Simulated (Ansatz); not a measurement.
# Alloy of ZnO and MgO (7 of 48 Zn sites exchanged), 96 atoms

How does this alloy cell relax, and what gap do PBEsol, PBE, r²SCAN, HSE06 and HSE06 with spin–orbit coupling give?

All numbers are computed with Ansatz 0.2.0 (PAW, plane waves).

### 1 Starting point

96 atoms (41 Zn, 7 Mg, 48 O); a = 9.722 Å, b = 11.226 Å, c = 10.372 Å, α = 90.00°, β = 90.00°, γ = 90.00°. All atoms were shaken off their sites by about 0.02 Å along each axis.

Plan of the steps: (2) PBEsol cell relaxation at the single k point (¼, ¼, ¼), on 1 × NVIDIA H100 80GB HBM3 with 11 threads of AMD EPYC 7R13; (3) PBE single point at the Γ point alone, on 1 × NVIDIA H100 80GB HBM3 with 11 threads of AMD EPYC 7R13; (4) r²SCAN single point at the Γ point alone, on 1 × NVIDIA H100 80GB HBM3 with 11 threads of AMD EPYC 7R13; (5) HSE06 single point at the Γ point alone, on 1 × NVIDIA H100 80GB HBM3 with 11 threads of AMD EPYC 7R13; (6) HSE06 with spin–orbit coupling single point at the Γ point alone, on 1 × NVIDIA H100 80GB HBM3 with 11 threads of AMD EPYC 7R13.

### 2 Relaxing cell and atoms with PBEsol

The input, in.yaml:

```yaml
crystal:
  lattice:
    - [9.722179, 0.000000, 0.000000]
    - [0.000000, 11.226205, 0.000000]
    - [0.000000, 0.000000, 10.372129]
  atoms:
    - { symbol: Zn, position: [0.166691, 0.084881, 0.249513] }
    - { symbol: Zn, position: [0.167973, 0.084870, 0.748881] }
    - { symbol: Zn, position: [0.003221, 0.336555, 0.745995] }
    - { symbol: Zn, position: [0.497570, 0.085977, 0.250316] }
    - { symbol: Zn, position: [0.498047, 0.085595, 0.747545] }
    - { symbol: Zn, position: [0.332223, 0.335599, 0.249907] }
    - { symbol: Zn, position: [0.165020, 0.583718, 0.247383] }
    - { symbol: Zn, position: [0.169181, 0.583273, 0.751126] }
    - { symbol: Zn, position: [0.997508, 0.833599, 0.245896] }
    - { symbol: Zn, position: [0.997458, 0.832657, 0.748214] }
    - { symbol: Zn, position: [0.831150, 0.083064, 0.249626] }
    - { symbol: Zn, position: [0.500977, 0.582602, 0.248477] }
    - { symbol: Zn, position: [0.500118, 0.583471, 0.747311] }
    - { symbol: Zn, position: [0.331830, 0.835315, 0.246337] }
    - { symbol: Zn, position: [0.333490, 0.833846, 0.750456] }
    - { symbol: Zn, position: [0.833880, 0.585395, 0.247720] }
    - { symbol: Zn, position: [0.835631, 0.581810, 0.748424] }
    - { symbol: Zn, position: [0.666959, 0.831888, 0.250142] }
    - { symbol: Zn, position: [0.663027, 0.832362, 0.750038] }
    - { symbol: Zn, position: [0.998246, 0.167148, 0.499389] }
    - { symbol: Zn, position: [0.997524, 0.165426, 0.995803] }
    - { symbol: Zn, position: [0.332491, 0.167243, 0.497883] }
    - { symbol: Zn, position: [0.328313, 0.170003, 0.997540] }
    - { symbol: Zn, position: [0.165681, 0.417022, 0.502289] }
    - { symbol: Zn, position: [0.164821, 0.417268, 0.002364] }
    - { symbol: Zn, position: [0.000009, 0.667189, 0.495245] }
    - { symbol: Zn, position: [0.998143, 0.668216, 0.000725] }
    - { symbol: Zn, position: [0.666293, 0.167203, 0.498458] }
    - { symbol: Zn, position: [0.501273, 0.417514, 0.501952] }
    - { symbol: Zn, position: [0.496607, 0.419592, 0.001012] }
    - { symbol: Zn, position: [0.328104, 0.665135, 0.499460] }
    - { symbol: Zn, position: [0.333005, 0.664696, 0.997240] }
    - { symbol: Zn, position: [0.165593, 0.917777, 0.996096] }
    - { symbol: Zn, position: [0.834600, 0.416052, 0.499584] }
    - { symbol: Zn, position: [0.834379, 0.418662, 0.999436] }
    - { symbol: Zn, position: [0.666345, 0.665910, 0.497820] }
    - { symbol: Zn, position: [0.664422, 0.666444, 0.000066] }
    - { symbol: Zn, position: [0.501893, 0.917288, 0.500544] }
    - { symbol: Zn, position: [0.502476, 0.915784, 0.996178] }
    - { symbol: Zn, position: [0.835420, 0.919293, 0.498313] }
    - { symbol: Zn, position: [0.834981, 0.915983, 0.999597] }
    - { symbol: Mg, position: [0.000749, 0.332736, 0.251133] }
    - { symbol: Mg, position: [0.335441, 0.336106, 0.749555] }
    - { symbol: Mg, position: [0.834024, 0.079483, 0.748145] }
    - { symbol: Mg, position: [0.669862, 0.334557, 0.252371] }
    - { symbol: Mg, position: [0.668487, 0.333035, 0.747206] }
    - { symbol: Mg, position: [0.666127, 0.169232, 0.002106] }
    - { symbol: Mg, position: [0.166098, 0.917570, 0.498801] }
    - { symbol: O, position: [0.999052, 0.168665, 0.190161] }
    - { symbol: O, position: [0.002980, 0.166182, 0.689093] }
    - { symbol: O, position: [0.330787, 0.166461, 0.189706] }
    - { symbol: O, position: [0.331218, 0.159964, 0.690352] }
    - { symbol: O, position: [0.169062, 0.414349, 0.185922] }
    - { symbol: O, position: [0.169416, 0.416931, 0.687535] }
    - { symbol: O, position: [0.999683, 0.667973, 0.189455] }
    - { symbol: O, position: [0.001754, 0.667878, 0.687724] }
    - { symbol: O, position: [0.665984, 0.164931, 0.185950] }
    - { symbol: O, position: [0.667070, 0.166548, 0.687529] }
    - { symbol: O, position: [0.503644, 0.418800, 0.188926] }
    - { symbol: O, position: [0.497709, 0.415892, 0.691893] }
    - { symbol: O, position: [0.333114, 0.663515, 0.189002] }
    - { symbol: O, position: [0.329311, 0.667648, 0.687931] }
    - { symbol: O, position: [0.166105, 0.919221, 0.189656] }
    - { symbol: O, position: [0.167930, 0.917685, 0.691212] }
    - { symbol: O, position: [0.829760, 0.415256, 0.189367] }
    - { symbol: O, position: [0.831953, 0.416787, 0.690542] }
    - { symbol: O, position: [0.666249, 0.667569, 0.190638] }
    - { symbol: O, position: [0.666154, 0.664686, 0.685517] }
    - { symbol: O, position: [0.495233, 0.919589, 0.189256] }
    - { symbol: O, position: [0.504528, 0.916355, 0.690217] }
    - { symbol: O, position: [0.831070, 0.915548, 0.184939] }
    - { symbol: O, position: [0.835002, 0.915505, 0.687186] }
    - { symbol: O, position: [0.164318, 0.078745, 0.443240] }
    - { symbol: O, position: [0.167780, 0.083526, 0.942408] }
    - { symbol: O, position: [0.997188, 0.333511, 0.435848] }
    - { symbol: O, position: [0.998812, 0.333293, 0.935993] }
    - { symbol: O, position: [0.502710, 0.079941, 0.439639] }
    - { symbol: O, position: [0.498048, 0.083625, 0.939627] }
    - { symbol: O, position: [0.334913, 0.336117, 0.438448] }
    - { symbol: O, position: [0.332737, 0.332265, 0.940891] }
    - { symbol: O, position: [0.164246, 0.583295, 0.435894] }
    - { symbol: O, position: [0.166648, 0.583097, 0.935453] }
    - { symbol: O, position: [0.999243, 0.833622, 0.439216] }
    - { symbol: O, position: [0.000426, 0.835841, 0.941295] }
    - { symbol: O, position: [0.834965, 0.080416, 0.438080] }
    - { symbol: O, position: [0.831837, 0.085226, 0.939422] }
    - { symbol: O, position: [0.664431, 0.336685, 0.440901] }
    - { symbol: O, position: [0.667539, 0.333402, 0.938606] }
    - { symbol: O, position: [0.500391, 0.584357, 0.439547] }
    - { symbol: O, position: [0.500945, 0.582750, 0.938998] }
    - { symbol: O, position: [0.335848, 0.830930, 0.441051] }
    - { symbol: O, position: [0.335078, 0.833848, 0.933780] }
    - { symbol: O, position: [0.832458, 0.584164, 0.439351] }
    - { symbol: O, position: [0.834827, 0.583001, 0.938457] }
    - { symbol: O, position: [0.662123, 0.833158, 0.438438] }
    - { symbol: O, position: [0.666890, 0.833108, 0.941247] }
  symmetry: { detect: false }
kpoints:
  mp_grid: { grid: [1, 1, 1], shift: [0.25, 0.25, 0.25] }
hamiltonian:
  xc: pbesol
scf:
  occupations: { method: fermi_dirac, width: 0.01 }
relax:
  f_tol: 0.03
  max_steps: 80
  escape_saddle: false
  adjacent_minimum: "off"
  cell: { fix: [alpha, beta, gamma] }
output:
  forces: true
  eigenvalues: true
  populations: true
```

On the command line:

```bash
> ansatz run in.yaml --threads 11 --pin off --max-ram 161500MiB --runs-dir r --events-out ev --progress --plain --backend cuda --devices 0, --max-vram 75GiB
```

After this run come: Single point with PBE; r²SCAN single point; HSE06 on the same atoms; HSE06 with spin–orbit coupling on the same atoms.

Q: Predict the outcome of this session. Wanted: for each run, top filled to lowest empty.

As calculated:

```
                         level           time   k points  top filled to lowest empty (eV)
            PBEsol, relaxation     18 s (GPU)  (¼, ¼, ¼)                             2.00
                           PBE     20 s (GPU)          Γ                             1.11
                        r²SCAN     24 s (GPU)          Γ                             1.56
                         HSE06     81 s (GPU)          Γ                             2.88
HSE06 with spin–orbit coupling  5.8 min (GPU)          Γ                             2.87
```

```
     quantity                                                                        value
   relaxation                                             6 recorded steps, 0.78 eV gained
largest shift                                                                 0.08 Å (O52)
 relaxed cell  a = 9.711 Å, b = 11.207 Å, c = 10.403 Å, α = 90.00°, β = 90.00°, γ = 90.00°
   mean bonds                                                     Mg–O 1.969, O–Zn 1.972 Å
```

**In words.** Relaxation gains 0.78 eV, with shifts up to 0.08 Å (O52), while the volume changes by +0.0 %. The mean lengths differ by only 0.00 Å, over all coordinations together. At the same k points, PBE gives a spacing 1.77 eV smaller and r²SCAN gives a spacing 1.32 eV smaller than the 2.88 eV of HSE06. The relaxation ran on other k points, so part of any difference from the later rows can come from the mesh. Spin–orbit coupling changes the HSE06 spacing by -0.01 eV. The price of HSE06 is about 4.1 times the time of PBE here. With one k point the spacing samples only the states that fold onto it, so it can exceed the gap over the zone.
